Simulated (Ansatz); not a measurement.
# LiMo16: the cost of one run

Program: Ansatz 0.2.0. Level of theory: DFT PBE, plane waves, PAW, scalar-relativistic, no spin polarisation. These are calculated values, not measurements.

## Step 1: Starting point

The cell holds 17 atoms (LiMo16): a = 6.300 Å, b = 6.300 Å, c = 6.300 Å, α = 90.00°, β = 90.00°, γ = 90.00°.

The coordinates stand in the first input below.

## Step 2: Preparing the start

input.yaml reads:

```yaml
accuracy: low
crystal:
  lattice:
    - [6.3, 0.0, 0.0]
    - [0.0, 6.3, 0.0]
    - [0.0, 0.0, 6.3]
  atoms:
    - { symbol: Mo, position: [0.0, 0.0, 0.0] }
    - { symbol: Mo, position: [0.5, 0.0, 0.0] }
    - { symbol: Mo, position: [0.0, 0.5, 0.0] }
    - { symbol: Mo, position: [0.0, 0.0, 0.5] }
    - { symbol: Mo, position: [0.25, 0.25, 0.25] }
    - { symbol: Mo, position: [0.5, 0.5, 0.0] }
    - { symbol: Mo, position: [0.5, 0.0, 0.5] }
    - { symbol: Mo, position: [0.75, 0.25, 0.25] }
    - { symbol: Mo, position: [0.0, 0.5, 0.5] }
    - { symbol: Mo, position: [0.25, 0.75, 0.25] }
    - { symbol: Mo, position: [0.25, 0.25, 0.75] }
    - { symbol: Mo, position: [0.5, 0.5, 0.5] }
    - { symbol: Mo, position: [0.75, 0.75, 0.25] }
    - { symbol: Mo, position: [0.75, 0.25, 0.75] }
    - { symbol: Mo, position: [0.25, 0.75, 0.75] }
    - { symbol: Mo, position: [0.75, 0.75, 0.75] }
    - { symbol: Li, position: [0.0103412, 0.8804953, 0.2606806] }
basis:
  ecutwfc: 420.0
kpoints:
  mp_grid: { grid: [2, 2, 2] }
hamiltonian:
  xc: pbe
scf:
  occupations: { method: fermi_dirac, width: 0.1 }
  lower_state_search: "off"
relax:
  f_tol: 0.08
  max_steps: 25
  adjacent_minimum: "off"
output:
  write_density: true
  write_potential: true
  elf: true
  volumetric_format: npy
```

Command:

```console
$ ansatz run input.yaml --threads 2 --pin off --max-ram 5120MiB --backend cpu --events-out ev --progress --plain --runs-dir out
```

Q: Estimate wall time and peak memory on 2 threads of AMD EPYC 9R45 (Zen 5), shared host.

About 24 s, with a peak of 0.82 GiB.
